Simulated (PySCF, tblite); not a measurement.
# C₄H₉ClO₂Si: geometry, infrared bands and NMR shifts

Aim: predict the infrared bands and NMR shifts of C₄H₉ClO₂Si (`O[Si](O)(CCl)C1CC1`).

Computed with tblite 0.8.0 and PySCF 2.14.0, with density-fitted response routines of our own, on a single molecule in the gas phase. Atoms are numbered from 0 throughout.

### Step 1. The starting structure

17 atoms, charge 0, multiplicity 1; geometry from: force field or distance geometry start.

Bonds of the start (Å): O0–Si1 1.66, Si1–O2 1.68, Si1–C3 1.87, C3–Cl4 1.80, Si1–C5 1.90, C5–C6 1.51, C6–C7 1.50, C7–C5 1.52, O0–H8 0.97, O2–H9 0.98, C3–H10 1.10, C3–H11 1.08, C5–H12 1.08, C6–H13 1.09, C6–H14 1.09, C7–H15 1.09, C7–H16 1.08.

### Step 2. Relaxing the molecule with GFN2-xTB

Job settings and geometry (Å):

```
{"job": {"kind": "relax", "xc": "GFN2-xTB", "basis": "xTB"}, "charge": 0, "multiplicity": 1}
O     -0.085700    -1.008600    -2.227500
Si    -0.556700    -0.465000    -0.727400
O     -0.607700    -1.848900     0.227600
C     -2.196400     0.430200    -0.772900
Cl    -2.753700     0.707500     0.912000
C      0.794900     0.687700    -0.052700
C      1.065400     0.750500     1.426900
C      2.059800     0.079100     0.522200
H      0.407000    -1.842900    -2.207700
H     -0.941100    -1.704200     1.134900
H     -2.960900    -0.178200    -1.271400
H     -2.120300     1.386900    -1.265800
H      0.895900     1.602800    -0.613600
H      0.509700     0.119800     2.113600
H      1.339500     1.714900     1.859100
H      2.147200    -1.003100     0.599500
H      2.996100     0.583600     0.333300
```

Started as:

```sh
$ OMP_NUM_THREADS=1 python probes_run.py task.json out
```

The driver reads the jobs from task.json and runs them one after another.

**Question.** This job is followed by: GFN2-xTB harmonic vibrations, gas phase; GIAO PBE0/pcSseg-1 NMR shielding, non-relativistic, gas phase. What will the session give for the following? strongest single infrared mode (GFN2-xTB); zero-point energy (GFN2-xTB); ¹³C shifts against TMS (PBE0/pcSseg-1, means over atoms taken as alike); ¹H shifts against TMS (PBE0/pcSseg-1, means over atoms taken as alike); ¹⁷O shifts against H2O (PBE0/pcSseg-1, means over atoms taken as alike); ²⁹Si shifts against TMS (PBE0/pcSseg-1); ³⁵Cl shifts against HCl (PBE0/pcSseg-1); surface potential, 1st and 99th percentile.

As calculated:

| quantity | value |
| --- | --- |
| strongest single infrared mode (GFN2-xTB) | 893 cm⁻¹, 282 km/mol |
| zero-point energy (GFN2-xTB) | 79.6 kcal/mol |
| ¹³C shifts against TMS (PBE0/pcSseg-1, means over atoms taken as alike) | 34.8, 2.0, -2.0 ppm |
| ¹H shifts against TMS (PBE0/pcSseg-1, means over atoms taken as alike) | 2.94, 2.05, 0.53, 0.34, -0.43 ppm |
| ¹⁷O shifts against H2O (PBE0/pcSseg-1, means over atoms taken as alike) | 37.3 ppm |
| ²⁹Si shifts against TMS (PBE0/pcSseg-1) | -22.2 ppm |
| ³⁵Cl shifts against HCl (PBE0/pcSseg-1) | -13 ppm |
| surface potential, 1st and 99th percentile | -1.19 V and 2.30 V |

In words: The optimisation took 121 steps and gained 0.183 eV; among the close pairs (by a distance rule), Si1–O2 changed most, from 1.682 to 1.630 Å. No mode is imaginary among the 45: a minimum at this level. The strongest single mode, at 893 cm⁻¹, is carried by Si1, O2, H8. GFN2-xTB is a fitted tight-binding method: band positions and strengths are rough. Its intensities can rank the bands wrongly. The most deshielded carbon is C3 (sp3 CH2 bonded to Cl and Si), at 34.8 ppm: pulled downfield by the heteroatom. The most deshielded hydrogen is H10, H11 (mean) (hydrogen on an sp3 CH2 bonded to Cl and Si), at 2.94 ppm: its carbon carries Cl, an electronegative neighbour. At PBE0/pcSseg-1: The largest span, 224 ppm, is at Cl4, where the paramagnetic term is -185 ppm.
